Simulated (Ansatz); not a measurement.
# CH₇NSSi: one species, many methods

Aim: compute CH₇NSSi with functionals from several rungs and with coupled cluster, and see how far each lands from CCSD(T) at the basis-set limit for the atomisation energy.

The runs use Ansatz 0.2.0, Gaussian basis; functionals in def2-TZVPP, the program's frozen cores in correlated methods.

Plan: PBE-D4, r2SCAN-D4, PBE0-D4, B3LYP-D4, ωB97X-V, ωB97M-V, B2PLYP; CCSD(T)/def2-TZVPP; MP2/def2-QZVPP; extrapolation to the limit.

## 1. The relaxed structure

The geometry comes from an earlier relaxation with PBE0-D4 in a triple-zeta def2 set; it is a stationary point, not always the lowest conformer.

SMILES `NC[SiH2]S`, 11 atoms, charge 0, spin multiplicity 1.

Atoms are counted from 1 here; the program's logs count them from 0.

Bond lengths: N1–C2 1.458 Å, N1–H5 1.012 Å, N1–H6 1.012 Å, C2–Si3 1.880 Å, C2–H7 1.095 Å, C2–H8 1.102 Å, Si3–S4 2.143 Å, Si3–H9 1.490 Å, Si3–H10 1.482 Å, S4–H11 1.344 Å. Angles: C2–N1–H5 111.6°, C2–N1–H6 111.1°, H5–N1–H6 107.3°, N1–C2–Si3 108.4°, N1–C2–H7 109.1°, N1–C2–H8 115.4°, Si3–C2–H7 106.8°, Si3–C2–H8 110.5°, H7–C2–H8 106.3°, C2–Si3–S4 112.3°, C2–Si3–H9 108.5°, C2–Si3–H10 111.3°, S4–Si3–H9 110.6°, S4–Si3–H10 104.6°, H9–Si3–H10 109.6°, Si3–S4–H11 94.8°.

## 2. PBE-D4 (GGA)

Input file in.yaml:

```yaml
crystal:
  periodic: [false, false, false]
  atoms:
    - {symbol: N, position_ang: [-0.484204, 1.726265, -0.277550]}
    - {symbol: C, position_ang: [-0.488184, 0.298046, -0.571186]}
    - {symbol: Si, position_ang: [0.924256, -0.504722, 0.375031]}
    - {symbol: S, position_ang: [0.909337, -2.640284, 0.198715]}
    - {symbol: H, position_ang: [-1.149424, 2.226562, -0.853126]}
    - {symbol: H, position_ang: [-0.730826, 1.900067, 0.688174]}
    - {symbol: H, position_ang: [-0.280602, 0.149860, -1.635617]}
    - {symbol: H, position_ang: [-1.435999, -0.224138, -0.365510]}
    - {symbol: H, position_ang: [0.828640, -0.097093, 1.804477]}
    - {symbol: H, position_ang: [2.239824, -0.095094, -0.171541]}
    - {symbol: H, position_ang: [-0.267217, -2.796469, 0.828836]}
basis:
  gaussian: {orbitals: def2-TZVPP}
hamiltonian: {xc: pbe, dispersion: d4}
output: {forces: true, orbitals: {seedname: orbitals}}
```

Started as:

```console
$ ansatz run in.yaml --threads 4 --pin off --events-out ev --progress --plain --max-ram 10444MiB
```

The runs that follow: r2SCAN-D4 (meta-GGA); PBE0-D4 (hybrid); B3LYP-D4 (hybrid); ωB97X-V (range-separated); ωB97M-V (range-separated); B2PLYP (double hybrid); CCSD(T) in def2-TZVPP; MP2 in def2-QZVPP.

Before running them: what should the planned runs give, taken together? Wanted: atomisation energy, CCSD(T)/CBS; farthest; mean size of error, hybrid; mean size of error, range-separated; gap, smallest and largest; T1 diagnostic; triples share of the correlation energy.

**Answer**, as computed:

| quantity | value |
| --- | --- |
| atomisation energy, CCSD(T)/CBS | 873.9 kcal/mol |
| functionals within 4.4 kcal/mol (0.5 %) | r2SCAN-D4, PBE0-D4, B3LYP-D4, ωB97M-V |
| farthest | B2PLYP (-12.5 kcal/mol) |
| mean size of error, hybrid | 1.2 kcal/mol |
| mean size of error, range-separated | 4.8 kcal/mol |
| gap, smallest and largest | 5.10 eV (PBE-D4), 11.83 eV (ωB97X-V) |
| T1 diagnostic | 0.0101 |
| triples share of the correlation energy | 3.8 % |

**Reading.** PBE-D4 is off by +9.2 kcal/mol. Double hybrids carry the basis error of their MP2 part in triple zeta, and no dispersion term here, so their miss is partly the set-up's. Misses under about 4.4 kcal/mol are within the doubt on the reference itself, which lacks core-valence correlation, relativity and higher excitations. Hartree-Fock recovers 71 % of the binding; the rest is correlation. The gap grows from 5.1 to 11.8 eV across the functionals, mostly with the share of exact exchange.
